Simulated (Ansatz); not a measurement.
**SiGeC (triplet): from Hartree-Fock to the top rungs, cc-pVDZ**

The task here is to estimate one member of a computed series from the others.

Program: Ansatz 0.2.0, Gaussian basis. Level of theory: cc-pVDZ, core rule «outside noble gas», up to 20 orbitals frozen. These are calculated values, not measurements.

The runs, in order: UHF; CCSD(T) on ROHF; CCSD(T) on UHF; BCCD(T) on ROHF; CISD; CCSDT(Q) on ROHF; CCSDT(Q) on UHF; CASSCF and MRCISD+Q, 10 electrons in 10 orbitals; CASSCF and NEVPT2, 10 electrons in 10 orbitals.

26 further runs of the same task are left out: 1 for a known fault of the program, 11 that didn't finish, 14 set aside as unsound or not needed.

## The system

The geometry is a PBE0/def2-TZVP stationary point (not a proven minimum). No spin-orbit coupling is included. The filled d shell of Ge may be among the frozen orbitals whatever the setting's name suggests; the logs give the count.

3 atoms, charge 0, spin multiplicity 3.

Atoms are counted from 1 here; the program's logs count them from 0.

Bond lengths: Ge1–C2 1.868 Å, C2–Si3 1.752 Å. Angles: Ge1–C2–Si3 180.0°.

The first run:

in.yaml reads:

```yaml
crystal:
  periodic: [false, false, false]
  atoms:
    - {symbol: Ge, position_ang: [0.000000, 0.000000, 1.829607]}
    - {symbol: C, position_ang: [0.000000, 0.000000, -0.038606]}
    - {symbol: Si, position_ang: [0.000000, 0.000000, -1.791001]}
basis:
  gaussian: {orbitals: cc-pVDZ}
magnetization: {spin_polarized: true, initial_magnetization: 2}
hamiltonian: {xc: hf}
output: {orbitals: {seedname: orbitals}}
```

Launch:

```bash
$ ansatz run in.yaml --threads 1 --pin off --events-out ev --progress --plain --max-ram 2393MiB
```

Among the steps run: UHF; CCSD(T) on ROHF; CCSD(T) on UHF; BCCD(T) on ROHF; CISD; CCSDT(Q) on ROHF; CCSDT(Q) on UHF; CASSCF and MRCISD+Q, 10 electrons in 10 orbitals; CASSCF and NEVPT2, 10 electrons in 10 orbitals.

One table of the session follows, with a row left open; its other results are not shown here.

```
   method  from RCCSDT(Q) (meV)
     ROHF               +8020.9
      UHF               +7867.7
     RMP2               +1487.5
     UMP2               +1507.5
     CISD               +1351.6
    RCCSD                +534.3
    UCCSD                +528.0
 RCCSD(T)                +145.2
 UCCSD(T)                +144.6
  BCCD(T)                +142.4
   RCCSDT                 +65.7
   UCCSDT                 +65.7
RCCSDT(Q)                     0
UCCSDT(Q)                     ?
```

**Question.** Estimate the row for UCCSDT(Q).

The run gave: from RCCSDT(Q) (meV): +0.9. In the column «from RCCSDT(Q) (meV)» it lies between RCCSDT(Q) (0) and RCCSDT (+65.7).

Left out of the table: CASSCF frontier, NEVPT2 frontier, MRCISD frontier, MRCISD+Q frontier (the active space lost an orbital or holds another state than full CI finds).

Limits of these values: Restricted and unrestricted rows rest on different reference determinants; where their highest levels disagree by more than a few hundredths of an eV, they describe different states and don't form one ladder. Warnings in the runs' records: passed over end.
